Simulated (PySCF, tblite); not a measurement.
# C₇H₁₁NS: infrared bands and NMR shifts

Aim: predict the infrared bands and NMR shifts of C₇H₁₁NS (`CCNCc1cccs1`).

Programs: tblite 0.8.0 and PySCF 2.14.0, with density-fitted response routines of our own. Each step states its level of theory. These are calculated values for one molecule in the gas phase, unless marked as measured. Atoms are numbered from 0 throughout.

## 1. The starting structure

20 atoms, charge 0, multiplicity 1; geometry from: GFN2-xTB.

Bonds of the start (Å): C0–C1 1.52, C1–N2 1.45, N2–C3 1.45, C3–C4 1.50, C4–C5 1.36, C5–C6 1.41, C6–C7 1.36, C7–S8 1.72, S8–C4 1.74, C0–H9 1.09, C0–H10 1.09, C0–H11 1.09, C1–H12 1.10, C1–H13 1.09, N2–H14 1.02, C3–H15 1.09, C3–H16 1.09, C5–H17 1.08, C6–H18 1.08, C7–H19 1.07.

## 2. Harmonic vibrations with GFN2-xTB

The job: settings as JSON, then the geometry in Å.

```
{"job": {"kind": "ir", "xc": "GFN2-xTB", "basis": "xTB"}, "charge": 0, "multiplicity": 1}
C     -2.683732     1.469704     0.030507
C     -1.640923     0.453357     0.473326
N     -1.271255    -0.392829    -0.647100
C     -0.297792    -1.423179    -0.328532
C      1.040880    -0.892006     0.085759
C      1.554367    -0.763867     1.338849
C      2.820266    -0.133177     1.362744
C      3.247316     0.222297     0.126670
S      2.117682    -0.212261    -1.095299
H     -3.525005     0.957080    -0.427522
H     -3.038670     2.042354     0.883294
H     -2.260562     2.157192    -0.698936
H     -0.775804     0.978394     0.914643
H     -2.062900    -0.198911     1.244714
H     -0.916845     0.183513    -1.406177
H     -0.706570    -2.030271     0.484991
H     -0.191250    -2.054658    -1.215831
H      1.047594    -1.113787     2.221061
H      3.381449     0.046745     2.262345
H      4.156607     0.714989    -0.154963
```

**Question.** This job is followed by: GIAO PBE0/pcSseg-1 NMR shielding, non-relativistic, gas phase. What will the session give for the following? strongest single infrared mode (GFN2-xTB); zero-point energy (GFN2-xTB); 13C shifts against TMS (PBE0/pcSseg-1); 1H shifts against TMS (PBE0/pcSseg-1, means over atoms taken as alike); 15N shifts against NH3 (PBE0/pcSseg-1); 33S shifts against CS2 (PBE0/pcSseg-1).

**Answer**, as computed:

| quantity | value |
| --- | --- |
| strongest single infrared mode (GFN2-xTB) | 2816 cm⁻¹, 81 km/mol |
| zero-point energy (GFN2-xTB) | 103.5 kcal/mol |
| 13C shifts against TMS (PBE0/pcSseg-1) | 156.5, 133.2, 130.8, 130.6, 52.9, 45.7, 18.0 ppm |
| 1H shifts against TMS (PBE0/pcSseg-1, means over atoms taken as alike) | 7.13, 7.03, 6.95, 4.08, 2.43, 1.11, -0.19 ppm |
| 15N shifts against NH3 (PBE0/pcSseg-1) | 79.7 ppm |
| 33S shifts against CS2 (PBE0/pcSseg-1) | 218 ppm |

What this shows: No mode is imaginary among the 54: a minimum at this level. The strongest single mode, at 2816 cm⁻¹, moves mainly H12. Unscaled tight-binding wavenumbers are off by several per cent, some by more. Its intensities can rank the bands wrongly. At PBE0/pcSseg-1: The widest tensor belongs to S8: span 263 ppm, with a paramagnetic part of -772 ppm. NICS(1)zz of -26 ppm above the planar ring from C4 marks a diatropic (aromatic) ring current.
